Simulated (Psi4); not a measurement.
# SiHCl2O (SMILES [O][SiH](Cl)Cl), step by step

We compute a geometry optimisation (doublet SiHCl2O, U-wB97X-D/def2-SVPD), then the energy (singlet SiHCl2O+, wB97X-D/def2-SVPD), then a geometry optimisation (singlet SiHCl2O+, wB97X-D/def2-SVPD), then a single-point energy (singlet SiHCl2O−, wB97X-D/def2-SVPD), then a structure relaxation (singlet SiHCl2O−, wB97X-D/def2-SVPD) of Cl2HOSi. 

Program for the calculation: Psi4 1.11.

**1. The molecule**

SiHCl2O: 5 atoms, total charge 0, spin state doublet. SMILES: `[O][SiH](Cl)Cl`. The shape is that of a PBE0-D4/def2-TZVP optimisation. The run starts from this shape.

Bond lengths: O1–Si2 1.649 Å, Si2–Cl3 2.028 Å, Si2–Cl4 2.028 Å, Si2–H5 1.479 Å. Angles: O1–Si2–Cl3 111.9°, O1–Si2–Cl4 111.9°, Cl3–Si2–Cl4 108.4°, O1–Si2–H5 101.4°, Cl3–Si2–H5 111.6°, Cl4–Si2–H5 111.6°.

**2. A structure relaxation at U-wB97X-D/def2-SVPD (density fitting) (run 1)**

File cl2hosi.inp:

```
memory 1600 mb

molecule {
  0 2
  O
  Si 1 1.648547
  Cl 2 2.02841 1 111.93953
  Cl 2 2.02837 1 111.93798 3 -121.91761
  H 2 1.478825 1 101.39649 4 -119.04259
  units angstrom
  symmetry c1
}

set globals {
  reference uks
}

e_tot, wfn = opt('wb97x-d/def2-SVPD', return_wfn=True)
```

Command:

```console
$ psi4 -n 1 cl2hosi.inp cl2hosi.out
```

cl2hosi.out:

```text
[...]
  Running in c1 symmetry.
[...]
  Nuclear repulsion =  266.665485091472760
[...]
  Multiplicity = 2
[...]
  Nalpha       = 29
  Nbeta        = 28
[...]
    Number of basis functions: 109
[...]
   @DF-UKS iter   1: -1284.93012432056571    1.74160e-02   7.40204e-03 DIIS/ADIIS
[...]
   @DF-UKS iter  16: -1285.31437282825914   -6.07088e-11   7.09963e-09 DIIS
[...]
   @S^2 Observed:                7.539479753E-01
[...]
  @DF-UKS Final Energy: -1285.31437282825914
   => Energetics <=
    Nuclear Repulsion Energy =            263.6093581353057971
    One-Electron Energy =               -2299.8389845297442662
    Two-Electron Energy =                 813.7079793694273349
    DFT Exchange-Correlation Energy =     -62.7916136319456015
    Empirical Dispersion Energy =          -0.0011121713020905
    VV10 Nonlocal Energy =                  0.0000000000000000
    Total Energy =                      -1285.3143728282589109
[...]
  -Total Gradient:
     Atom            X                  Y                   Z
    ------   -----------------  -----------------  -----------------
       1        0.000050072102     0.000028583669     0.000056033463
       2       -0.000015313819    -0.000009062565     0.000235098572
       3       -0.000045684614    -0.000016316300     0.000142752877
       4       -0.000037642828    -0.000030833430     0.000142799878
       5        0.000002763177     0.000001521014     0.000153446154
[...]
    Final optimized geometry and variables:
    Molecular point group: c1
    Full point group: C1
    Geometry (in Angstrom), charge = 0, multiplicity = 2:
    O
    SI            1    1.677425
    CL            2    2.051941      1  111.260244
    CL            2    2.051942      1  111.259809      3 -120.666660
    H             2    1.477418      1  102.829224      4 -119.666723
    Psi4 run time: 0:02:00.32
[...]
```

The script printed:

```text
Optimizer: Optimization complete!
```

Wall time 2 min (1 thread of Intel Xeon Platinum 8259CL at 2.50GHz (Skylake/Cascade Lake), shared host); peak memory 0.7 GiB.

Steps, from the record of the run:

```csv
step,energy from the first frame kept (eV),largest force (eV/Å)
0,0.0000,0.8048
1,-0.0220,0.2518
2,-0.0247,0.0651
3,-0.0250,0.0361
4,-0.0251,0.0121
```

After the run. Bond lengths: O1–Si2 1.677 Å, Si2–Cl3 2.052 Å, Si2–Cl4 2.052 Å, Si2–H5 1.477 Å. Angles: O1–Si2–Cl3 111.3°, O1–Si2–Cl4 111.3°, Cl3–Si2–Cl4 108.1°, O1–Si2–H5 102.8°, Cl3–Si2–H5 111.7°, Cl4–Si2–H5 111.7°.

**3. The singlet cation: the energy at wB97X-D/def2-SVPD (density fitting) (run 2)**

File cl2hosi.py:

```python
import psi4

psi4.set_memory(1600000000)
psi4.set_num_threads(1)
psi4.set_output_file('psi4.out', False)

mol = psi4.geometry("""
1 1
O      0.20970669    -1.38833643     2.88811568
Si     0.19470793    -0.08273410    -0.00035905
Cl    -0.97280833     3.61252896     0.13295924
Cl    -2.16340760    -2.00863714    -2.40161703
H      2.86459426    -0.29246913    -0.78935183
units au
symmetry c1
""")

e = psi4.energy("wb97x-d/def2-SVPD")
print('E =', round(e, 9))
```

Command:

```console
$ python cl2hosi.py
```

psi4.out:

```text
[...]
  Running in c1 symmetry.
[...]
  Nuclear repulsion =  263.609328126979676
[...]
  Multiplicity = 1
[...]
  Nalpha       = 28
  Nbeta        = 28
[...]
    Number of basis functions: 109
[...]
   @DF-RKS iter   1: -1284.41129097002704    4.60470e-01   7.36596e-03 ADIIS/DIIS
[...]
   @DF-RKS iter  16: -1284.81367715428928   -1.83812e-07   5.75408e-07 DIIS
[...]
  @DF-RKS Final Energy: -1284.81367715428928
   => Energetics <=
    Nuclear Repulsion Energy =            263.6093281269796762
    One-Electron Energy =               -2286.1791211709587515
    Two-Electron Energy =                 800.3074793744052613
    DFT Exchange-Correlation Energy =     -62.5502513130129572
    Empirical Dispersion Energy =          -0.0011121717026110
    VV10 Nonlocal Energy =                  0.0000000000000000
    Total Energy =                      -1284.8136771542892802
[...]
 Multipole Moments:
 ------------------------------------------------------------------------------------
     Multipole            Electronic (a.u.)      Nuclear  (a.u.)        Total (a.u.)
 ------------------------------------------------------------------------------------
 L = 1.  Multiply by 2.5417464519 to convert [e a0] to [Debye]
 Dipole X            :         -1.5845305            2.5520480            0.9675176
 Dipole Y            :          0.6824199           -0.8017279           -0.1193080
 Dipole Z            :         -0.7691878            0.5792689           -0.1899189
 Magnitude           :                                                    0.9931736
[...]
```

Standard output:

```text
E = -1284.813677154
```

Wall time 12 s (1 thread of Intel Xeon Platinum 8259CL at 2.50GHz (Skylake/Cascade Lake), shared host); peak memory 0.63 GiB.

**4. The singlet cation: a geometry optimisation at wB97X-D/def2-SVPD (density fitting) (run 3)**

File calc.py:

```python
import psi4

psi4.set_memory('1600 MB')
psi4.set_num_threads(1)
psi4.core.set_output_file('cl2hosi.out', False)

geom = psi4.geometry("""
1 1
O      0.20970669    -1.38833643     2.88811568
Si     0.19470793    -0.08273410    -0.00035905
Cl    -0.97280833     3.61252896     0.13295924
Cl    -2.16340760    -2.00863714    -2.40161703
H      2.86459426    -0.29246913    -0.78935183
units au
symmetry c1
""")

psi4.set_options({
    'basis': 'def2-SVPD',
    'reference': 'rks',
    'geom_maxiter': 50,
})

E = psi4.optimize('wb97x-d', molecule=geom)
print('E =', round(E, 9))
print(geom.to_string(dtype='xyz', units='Angstrom'))
```

Command:

```console
$ python calc.py
```

cl2hosi.out:

```text
[...]
  Running in c1 symmetry.
[...]
  Nuclear repulsion =  263.609328126979676
[...]
  Multiplicity = 1
[...]
  Nalpha       = 28
  Nbeta        = 28
[...]
    Number of basis functions: 109
[...]
   @DF-RKS iter   1: -1284.41129097002704    4.60470e-01   7.36596e-03 ADIIS/DIIS
[...]
   @DF-RKS iter   7: -1285.07968511982290   -6.82121e-13   1.56767e-09 DIIS
[...]
  @DF-RKS Final Energy: -1285.07968511982290
   => Energetics <=
    Nuclear Repulsion Energy =            269.7419135350951933
    One-Electron Energy =               -2298.7484377548976227
    Two-Electron Energy =                 806.6400709005409908
    DFT Exchange-Correlation Energy =     -62.7123002317825780
    Empirical Dispersion Energy =          -0.0009315687786477
    VV10 Nonlocal Energy =                  0.0000000000000000
    Total Energy =                      -1285.0796851198226705
[...]
  -Total Gradient:
     Atom            X                  Y                   Z
    ------   -----------------  -----------------  -----------------
       1       -0.000043735055     0.000015264838    -0.000015959662
       2       -0.000102637061     0.000051745693    -0.000062423407
       3       -0.000074544964     0.000035980408    -0.000040438474
       4       -0.000077528669     0.000036747134    -0.000039647400
       5       -0.000071224715     0.000040860148    -0.000042474686
[...]
```

It took 11 min on 1 thread of Intel Xeon Platinum 8259CL at 2.50GHz (Skylake/Cascade Lake), shared host; peak memory 0.7 GiB.

Steps, from the record of the run:

```csv
step,energy from the first frame kept (eV),largest force (eV/Å)
0,0.0000,3.3209
2,-1.4374,5.5754
4,-4.7626,15.2534
6,4.0589,92.7148
8,-6.5728,3.9769
10,-6.8187,2.9532
12,-7.0294,0.8055
14,-7.0701,0.4714
16,-7.0848,0.2714
18,-7.0901,0.1149
20,-7.0932,0.1744
22,-7.0965,0.1578
24,-7.1052,0.3603
26,-7.1704,0.6509
28,-6.7114,5.9875
30,-2.7392,6.9034
32,-6.4184,10.3826
34,-7.2228,0.7573
36,-6.9930,6.8548
38,-7.2330,0.4968
40,-7.2381,0.1230
42,-7.2384,0.0124
43,-7.2384,0.0067
```

After the run. Bond lengths: O1–Si2 1.584 Å, Si2–Cl3 1.962 Å, Si2–Cl4 1.968 Å, O1–H5 0.967 Å. Angles: O1–Si2–Cl3 116.6°, O1–Si2–Cl4 122.6°, Cl3–Si2–Cl4 120.8°, Si2–O1–H5 128.4°.

**5. The singlet anion: a single-point energy at wB97X-D/def2-SVPD (density fitting) (run 4)**

File cl2hosi.xyz:

```xyz
5
Cl2HOSi
O      0.110972    -0.734676     1.528325
Si     0.103035    -0.043781    -0.000190
Cl    -0.514788     1.911668     0.070359
Cl    -1.144826    -1.062925    -1.270881
H      1.515878    -0.154768    -0.417707
```

File run.py:

```python
import psi4

psi4.set_memory('1600 MB')
psi4.set_num_threads(1)
psi4.core.set_output_file('output.dat', False)

with open('cl2hosi.xyz') as f:
    atoms = ''.join(f.readlines()[2:])
molecule = psi4.geometry('-1 1\n' + atoms + 'symmetry c1')

psi4.set_options({
    'basis': 'def2-SVPD',
})

energy_value, wavefunction = psi4.energy("wb97x-d", molecule=molecule, return_wfn=True)
print('E =', round(energy_value, 9))
for k, v in sorted(psi4.core.scalar_variables().items()):
    print(f'{k:45s} {v:18.10f}')
```

Command:

```console
$ python run.py
```

output.dat:

```text
[...]
  Running in c1 symmetry.
[...]
  Nuclear repulsion =  263.609328001439678
[...]
  Multiplicity = 1
[...]
  Nalpha       = 29
  Nbeta        = 29
[...]
    Number of basis functions: 109
[...]
   @DF-RKS iter   1: -1285.12152489544792   -2.49764e-01   7.81773e-03 DIIS/ADIIS
[...]
   @DF-RKS iter   9: -1285.44819641339700   -3.88254e-08   6.95003e-07 DIIS
[...]
  @DF-RKS Final Energy: -1285.44819641339700
   => Energetics <=
    Nuclear Repulsion Energy =            263.6093280014396782
    One-Electron Energy =               -2312.5167479682495468
    Two-Electron Energy =                 826.3974847120460936
    DFT Exchange-Correlation Energy =     -62.9371489869294436
    Empirical Dispersion Energy =          -0.0011121717038785
    VV10 Nonlocal Energy =                  0.0000000000000000
    Total Energy =                      -1285.4481964133969996
[...]
 Multipole Moments:
 ------------------------------------------------------------------------------------
     Multipole            Electronic (a.u.)      Nuclear  (a.u.)        Total (a.u.)
 ------------------------------------------------------------------------------------
 L = 1.  Multiply by 2.5417464519 to convert [e a0] to [Debye]
 Dipole X            :         -2.9577471            2.5520480           -0.4056991
 Dipole Y            :          1.6964650           -0.8017279            0.8947372
 Dipole Z            :         -2.3730100            0.5792689           -1.7937411
 Magnitude           :                                                    2.0451536
[...]
```

The script printed:

```text
E = -1285.448196413
CURRENT ENERGY                                  -1285.4481964134
CURRENT REFERENCE ENERGY                        -1285.4481964134
DD SOLVATION ENERGY                                 0.0000000000
DFT FUNCTIONAL TOTAL ENERGY                     -1285.4470842417
DFT TOTAL ENERGY                                -1285.4481964134
DFT VV10 ENERGY                                     0.0000000000
DFT XC ENERGY                                     -62.9371489869
DISPERSION CORRECTION ENERGY                       -0.0011121717
GRID ELECTRONS ALPHA                               28.9999865318
GRID ELECTRONS BETA                                28.9999865318
GRID ELECTRONS TOTAL                               57.9999730636
NUCLEAR REPULSION ENERGY                          263.6093280014
ONE-ELECTRON ENERGY                             -2312.5167479682
PCM POLARIZATION ENERGY                             0.0000000000
PE ENERGY                                           0.0000000000
SCF ITERATION ENERGY                            -1285.4481964134
SCF ITERATIONS                                      9.0000000000
SCF TOTAL ENERGY                                -1285.4481964134
TWO-ELECTRON ENERGY                               826.3974847120
WB97X-D DISPERSION CORRECTION ENERGY               -0.0011121717
XC GRID RADIAL POINTS                              75.0000000000
XC GRID SPHERICAL POINTS                          302.0000000000
XC GRID TOTAL POINTS                           108542.0000000000
```

Wall time 14 s (1 thread of Intel Xeon Platinum 8259CL at 2.50GHz (Skylake/Cascade Lake), shared host); peak memory 0.63 GiB.

**6. The singlet anion: a geometry optimisation at wB97X-D/def2-SVPD (density fitting) (run 5)**

File job.in:

```
memory 1.6 GB

molecule {
  -1 1
  O      0.20970669    -1.38833643     2.88811568
  Si     0.19470793    -0.08273410    -0.00035905
  Cl    -0.97280833     3.61252896     0.13295924
  Cl    -2.16340760    -2.00863714    -2.40161703
  H      2.86459426    -0.29246913    -0.78935183
  units au
  symmetry c1
}

set globals {
  basis def2-SVPD
  reference rks
  geom_maxiter 50
}

opt('wb97x-d')
print_variables()
```

Command:

```console
$ psi4 -n 1 job.in job.out
```

job.out:

```text
[...]
  Running in c1 symmetry.
[...]
  Nuclear repulsion =  263.609328126979676
[...]
  Multiplicity = 1
[...]
  Nalpha       = 29
  Nbeta        = 29
[...]
    Number of basis functions: 109
[...]
   @DF-RKS iter   1: -1285.12152487750313   -2.49764e-01   7.81773e-03 ADIIS/DIIS
[...]
   @DF-RKS iter   7: -1285.47480403861232   -6.36646e-12   6.04267e-09 DIIS
[...]
  @DF-RKS Final Energy: -1285.47480403861232
   => Energetics <=
    Nuclear Repulsion Energy =            259.1870561496381242
    One-Electron Energy =               -2303.8974612419706318
    Two-Electron Energy =                 822.1818670075367663
    DFT Exchange-Correlation Energy =     -62.9451215113988880
    Empirical Dispersion Energy =          -0.0011444424179382
    VV10 Nonlocal Energy =                  0.0000000000000000
    Total Energy =                      -1285.4748040386125467
[...]
  -Total Gradient:
     Atom            X                  Y                   Z
    ------   -----------------  -----------------  -----------------
       1       -0.000065220016     0.000117377698    -0.000229688723
       2       -0.000163891272     0.000138274829    -0.000229638356
       3       -0.000145001446     0.000100767045    -0.000237800656
       4       -0.000132394696     0.000160317403    -0.000210954132
       5       -0.000108475743     0.000112986250    -0.000199624886
[...]
```

The script printed:

```text
Optimizer: Optimization complete!
```

Run time: 99 s. Hardware: 1 thread of Intel Xeon Platinum 8259CL at 2.50GHz (Skylake/Cascade Lake), shared host; peak memory 0.7 GiB.

The path in brief:

```csv
step,energy from the first frame kept (eV),largest force (eV/Å)
0,0.0000,6.8102
1,-0.4957,3.1906
2,-0.6848,1.1149
3,-0.7225,0.3232
4,-0.7238,0.0987
5,-0.7240,0.0445
6,-0.7240,0.0162
```

After the run. Bond lengths: O1–Si2 1.554 Å, Si2–Cl3 2.161 Å, Si2–Cl4 2.161 Å, Si2–H5 1.492 Å. Angles: O1–Si2–Cl3 115.5°, O1–Si2–Cl4 115.5°, Cl3–Si2–Cl4 100.6°, O1–Si2–H5 121.0°, Cl3–Si2–H5 100.5°, Cl4–Si2–H5 100.5°.

**7. What came out**

| quantity | value |
| --- | --- |
| run 1, U-wB97X-D/def2-SVPD: total energy at the end | -1285.31437 Eh |
| run 1, U-wB97X-D/def2-SVPD: dipole moment | 1.26 D |
| run 1, U-wB97X-D/def2-SVPD: HOMO energy (highest over α and β) | -11.39 eV |
| run 1, U-wB97X-D/def2-SVPD: LUMO energy (lowest over α and β) | -3.83 eV |
| run 1, U-wB97X-D/def2-SVPD: dispersion energy | -2.92 kJ/mol |
| run 1, U-wB97X-D/def2-SVPD: ⟨S²⟩ | 0.754 |
| singlet cation, run 2: total energy | -1284.81368 Eh |
| singlet cation, run 2: HOMO energy | -17.39 eV |
| singlet cation, run 2: LUMO energy | -13.27 eV |
| singlet cation, run 2: HOMO–LUMO gap | 4.13 eV |
| singlet cation, run 2: dispersion energy | -2.92 kJ/mol |
| singlet cation, run 3: total energy at the end | -1285.07969 Eh |
| singlet cation, run 3: HOMO energy | -17.59 eV |
| singlet cation, run 3: LUMO energy | -6.01 eV |
| singlet cation, run 3: HOMO–LUMO gap | 11.58 eV |
| singlet cation, run 3: dispersion energy | -2.45 kJ/mol |
| singlet anion, run 4: total energy | -1285.44820 Eh |
| singlet anion, run 4: HOMO energy | -3.52 eV |
| singlet anion, run 4: LUMO energy | 5.46 eV |
| singlet anion, run 4: HOMO–LUMO gap (to an unbound level, set by the basis) | 8.98 eV |
| singlet anion, run 4: dispersion energy | -2.92 kJ/mol |
| singlet anion, run 5: total energy at the end | -1285.47480 Eh |
| singlet anion, run 5: HOMO energy | -4.80 eV |
| singlet anion, run 5: LUMO energy | 5.60 eV |
| singlet anion, run 5: HOMO–LUMO gap (to an unbound level, set by the basis) | 10.40 eV |
| singlet anion, run 5: dispersion energy | -3.00 kJ/mol |
| adiabatic electron affinity (to the singlet anion, no zero-point term) | 4.366 eV |
| adiabatic ionisation energy (to the singlet cation, no zero-point term) | 6.386 eV |

In words: The adiabatic electron affinity (to the singlet anion, no zero-point term) is 4.37 eV (421 kJ/mol). The adiabatic ionisation energy (to the singlet cation, no zero-point term) is 6.39 eV (616 kJ/mol). The second species lost a bond as it relaxed, so this leads to another structure. The optimisation (run 1, U-wB97X-D/def2-SVPD) took 5 steps and changed the energy by -0.025 eV. The optimisation (singlet cation, run 3) took 44 steps and changed the energy by -7.238 eV. Bonds broke or formed on the way. The optimisation (singlet anion, run 5) took 7 steps and changed the energy by -0.724 eV.
